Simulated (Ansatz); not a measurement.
# In5Sb5 wurtzite bond disc (In5Sb5H18): structure and electronic state, part 2 of 2

Aim: characterise In5Sb5 wurtzite bond disc (In5Sb5H18) as a singlet: its structure, frontier levels and distribution of charge.

Ansatz 0.2.0, Gaussian basis; RKS PBE0-D4/def2-TZVP.

**3. Single point, PBE0-D4/def2-TZVP**

start.molden holds the orbitals of an earlier run on this state, given as this run's starting guess.

File in.yaml:

```yaml
crystal:
  periodic: [false, false, false]
  atoms:
    - {symbol: Sb, position_ang: [1.275168, -4.375339, -0.412726]}
    - {symbol: In, position_ang: [-1.379910, -3.614680, 0.574228]}
    - {symbol: Sb, position_ang: [-1.276340, -0.739758, 0.264952]}
    - {symbol: In, position_ang: [-3.820766, 0.602083, 0.573846]}
    - {symbol: Sb, position_ang: [-3.158754, 3.284792, -0.410674]}
    - {symbol: In, position_ang: [4.006261, -3.531921, 0.090644]}
    - {symbol: Sb, position_ang: [3.160465, -0.726507, 0.005972]}
    - {symbol: In, position_ang: [0.976874, 0.563712, 1.367227]}
    - {symbol: Sb, position_ang: [0.945326, 3.099789, 0.006043]}
    - {symbol: In, position_ang: [-1.065314, 5.231673, 0.090089]}
    - {symbol: H, position_ang: [1.344315, -6.091075, -0.279509]}
    - {symbol: H, position_ang: [1.168148, -4.383913, -2.129007]}
    - {symbol: H, position_ang: [-2.475982, -4.226483, -0.629752]}
    - {symbol: H, position_ang: [-1.306924, -3.954344, 2.278317]}
    - {symbol: H, position_ang: [-0.897674, -0.520965, -1.402762]}
    - {symbol: H, position_ang: [-4.898412, -0.043884, -0.628745]}
    - {symbol: H, position_ang: [-4.076385, 0.833971, 2.278769]}
    - {symbol: H, position_ang: [-3.229456, 3.202748, -2.126784]}
    - {symbol: H, position_ang: [-4.609452, 4.201526, -0.265390]}
    - {symbol: H, position_ang: [4.976891, -3.808850, -1.323241]}
    - {symbol: H, position_ang: [4.343421, -3.834903, 1.766831]}
    - {symbol: H, position_ang: [2.724013, -0.430110, -1.630617]}
    - {symbol: H, position_ang: [4.487224, 0.371427, -0.002011]}
    - {symbol: H, position_ang: [1.199441, 0.692273, 3.085871]}
    - {symbol: H, position_ang: [0.983621, 2.571612, -1.630154]}
    - {symbol: H, position_ang: [2.558707, 3.701731, -0.002889]}
    - {symbol: H, position_ang: [-1.156306, 5.679711, 1.765271]}
    - {symbol: H, position_ang: [-0.820801, 6.206984, -1.326398]}
basis:
  gaussian: {orbitals: def2-TZVP, fitting: {mean_field: def2-universal-jkfit}, initial_orbitals: start.molden}
hamiltonian: {xc: pbe0, dispersion: d4}
scf: {omitted_lower_state_checks: [starts]}
output: {orbitals: {seedname: orbitals}}
```

Started as:

```
> ansatz run in.yaml --threads 2 --pin off --events-out ev --progress --plain --max-ram 31744MiB --backend cuda --devices 0, --max-vram 18GiB
```

The program printed:

```text
Functional definition: PBE0
  name "PBE0"
  cite "Adamo & Barone, J. Chem. Phys. 110, 6158 (1999) doi:10.1063/1.478522"
  cite "Perdew, Burke & Ernzerhof, Phys. Rev. Lett. 77, 3865 (1996) doi:10.1103/PhysRevLett.77.3865"
  parent pbe
  parameter a = 0.25
  parameter kappa = 0.804
  parameter beta = 0.06672455060314922
  exchange = (1 - a)*pbe_x(kappa = kappa, mu = beta*pi^2/3) + a*exact_x
  correlation = pbe_c(beta = beta)
these checks for a lower state are left out or cut short: starts
2504 factors; integrals over basis functions are off by at most 6.9e-1 eV
mean field evaluation 1: about -58852.3595 eV, gradient 5.1e1 eV
mean field evaluation 2: about -58853.9482 eV, gradient 2.0e0 eV
mean field evaluation 4: about -58853.9723 eV, gradient 3.7e-2 eV
mean field -58853.97233723 eV, -2162.8435907380 hartree, gradient 3.4e-5 eV, S^2 0.000000; 0 other end points of the search recorded, 0 dependent functions left out
reference -58853.97244545 eV, -2162.8435947149 hartree; 119, 119 occupied and 489, 489 virtual orbitals, 2504 factors
Total energy: -58855.23487533 eV, -2162.8899881572 hartree
Checks for a lower state left out: starts
```

Run time: 4.5 s. Hardware: 1 × H100 (card shared with other runs) with 2 threads of AMD EPYC 7R13, shared host.

From the report: HOMO -6.70 eV, LUMO -2.03 eV.

Mulliken charges, from this run's orbitals:

Sb1 -0.13; In2 0.24; Sb3 -0.27; In4 0.24; Sb5 -0.13; In6 0.26; Sb7 -0.12; In8 0.30; Sb9 -0.12; In10 0.26; H11 0.02; H12 0.02; H13 -0.08; H14 -0.08; H15 0.02; H16 -0.08; H17 -0.08; H18 0.02; H19 0.02; H20 -0.08; H21 -0.08; H22 0.03; H23 0.02; H24 -0.07; H25 0.03; H26 0.02; H27 -0.08; H28 -0.08

Largest Mayer bond orders: Sb1–H12 0.94; Sb5–H18 0.94; Sb7–H22 0.94; Sb9–H25 0.94; Sb1–H11 0.94; Sb5–H19 0.94; Sb7–H23 0.93; Sb9–H26 0.93; Sb3–H15 0.93; In6–H21 0.92.

Orbitals, density, ELF and potential are computed afterwards from the orbital file.

Frontier orbitals at PBE0-D4/def2-TZVP, with the share of their density that lies nearest to each atom:

| orbital | energy (eV) | lies on |
| --- | --- | --- |
| HOMO-1 | -6.91 | Sb3 21 %; In8 11 %; H13, H16 about 7 % each |
| HOMO | -6.70 | Sb3 25 %; Sb7, Sb9 about 10 % each; In2, In4 about 7 % each |
| LUMO | -2.03 | In8 18 %; Sb3, Sb7, Sb9 about 8 % each; In6, In10 about 7 % each |

ELF in a plane through or near 9 of the atoms.

Values, 10 rows by 14 columns:
```
0.00 0.00 0.00 0.00 0.00 0.00 0.00 0.00 0.00 0.00 0.00 0.00 0.00 0.00
0.00 0.00 0.00 0.00 0.01 0.86 0.37 0.00 0.85 0.28 0.00 0.00 0.00 0.00
0.00 0.00 0.06 0.03 0.21 1.00 0.87 0.02 1.00 0.71 0.07 0.06 0.02 0.00
0.00 0.07 0.23 0.38 0.73 0.22 0.48 0.28 0.51 0.36 0.23 0.39 0.23 0.00
0.00 0.03 0.20 0.46 0.28 0.50 0.37 0.22 0.54 0.48 0.17 0.46 0.14 0.00
0.00 0.01 0.24 0.47 0.63 0.02 0.49 0.54 0.17 0.25 0.48 0.64 0.05 0.00
0.00 0.74 0.99 0.29 0.73 0.20 0.46 0.79 0.58 0.34 0.42 0.76 0.99 0.00
0.00 0.03 0.52 0.08 0.20 0.76 0.27 0.50 0.30 0.72 0.17 0.12 0.38 0.00
0.00 0.00 0.00 0.00 0.38 0.72 0.14 0.00 0.53 0.67 0.08 0.00 0.00 0.00
0.00 0.00 0.00 0.00 0.01 0.03 0.00 0.00 0.01 0.02 0.00 0.00 0.00 0.00
```
The map spans 17.1 Å across and 13.7 Å up, centred on the molecule. Atoms in the plane (x, y in Å): In2 (-2.4, -3.0), Sb3 (0.0, -1.5), In4 (2.4, -3.0), In6 (-5.1, 1.7), Sb7 (-2.2, 2.4), Sb9 (2.2, 2.4), In10 (5.1, 1.7), H23 (-1.9, 4.1), H26 (1.9, 4.1).

**4. Outcome**

What follows sums up all 2 parts.

```
                       quantity                             value
                    point group                                Cs
 commonest bond, hydrogen aside  In–Sb, 11 of mean length 2.900 Å
HOMO, LUMO at PBE0-D4/def2-TZVP                   -6.70, -2.03 eV
      dipole at PBE-D4/def2-SVP                            2.49 D
```

**Reading.** The molecule keeps its bonding pattern by the stored test; the atoms moved 0.73 Å (rms), and the angle In4–Sb5–In10 went from 109° to 136°. No usable vibrations, so a minimum isn't proven. The HOMO lies nearest to Sb3 25 %; Sb7, Sb9 about 10 % each and the LUMO to In8 18 %; Sb3, Sb7, Sb9 about 8 % each. Whether this spin is the lowest isn't tested here. The point group is read from a loosely relaxed geometry; soft torsions can leave it below the true symmetry.
